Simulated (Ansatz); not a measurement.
# GaIr: the cost of one run

Program: Ansatz 0.2.0. Level of theory: DFT PBEsol, scalar-relativistic. These are calculated values, not measurements.

**1. The system as given**

It takes space group Pm-3m (No. 221, cubic). Conventional cell: a = 3.004 Å, b = 3.004 Å, c = 3.004 Å, α = 90.00°, β = 90.00°, γ = 90.00°. Ga (site symmetry m-3m) is surrounded by 8 Ir at 2.60 Å. Ir (site symmetry m-3m) has 8 Ga at 2.60 Å as nearest neighbours.

Coordinates:

```cif
data_structure
_symmetry_space_group_name_H-M 'P 1'
_symmetry_Int_Tables_number 1
_cell_length_a 3.0040
_cell_length_b 3.0040
_cell_length_c 3.0040
_cell_angle_alpha 90.000
_cell_angle_beta 90.000
_cell_angle_gamma 90.000
_cell_volume 27.11
loop_
_atom_site_label
_atom_site_type_symbol
_atom_site_fract_x
_atom_site_fract_y
_atom_site_fract_z
_atom_site_occupancy
Ga1 Ga 0.00000 0.00000 0.00000 1
Ir1 Ir 0.50000 0.50000 0.50000 1
```

Atoms are numbered in the order of the input: Ga1, Ir2.

**2. Volume × 0.94, LAPW**

The input, input.yaml:

```yaml
crystal:
  lattice:
    - [2.9426766706, 0.0, 0.0]
    - [0.0, 2.9426766706, 0.0]
    - [0.0, 0.0, 2.9426766706]
  atoms:
    - { symbol: Ga, position: [0.0, 0.0, 0.0] }
    - { symbol: Ir, position: [0.5, 0.5, 0.5] }
kpoints:
  mp_grid: { grid: [12, 12, 12] }
  band_path:
    path:
      - [0.0, 0.0, 0.0]
      - [0.0, 0.5, 0.0]
      - [0.5, 0.5, 0.0]
      - [0.0, 0.0, 0.0]
      - [0.5, 0.5, 0.5]
      - [0.0, 0.5, 0.0]
      - [0.5, 0.5, 0.5]
      - [0.5, 0.5, 0.0]
    npoints: 5
scf:
  occupations: { method: fermi_dirac, width: 0.05 }
hamiltonian:
  xc: pbesol
  pseudopotentials: { kind: all_electron, lapw: { basis_error: 0.00025 } }
output:
  forces: true
  stress: true
  eigenvalues: true
```

On the command line:

```bash
$ ansatz run input.yaml --threads 1 --pin off --max-ram 3072MiB --backend cpu --events-out ev --progress --plain --runs-dir out
```

**Question.** How long does this run take on 1 thread of Intel Xeon Platinum 8488C (Sapphire Rapids), shared host, and how much memory does it need?

About 33 s, with a peak of 0.62 GiB.
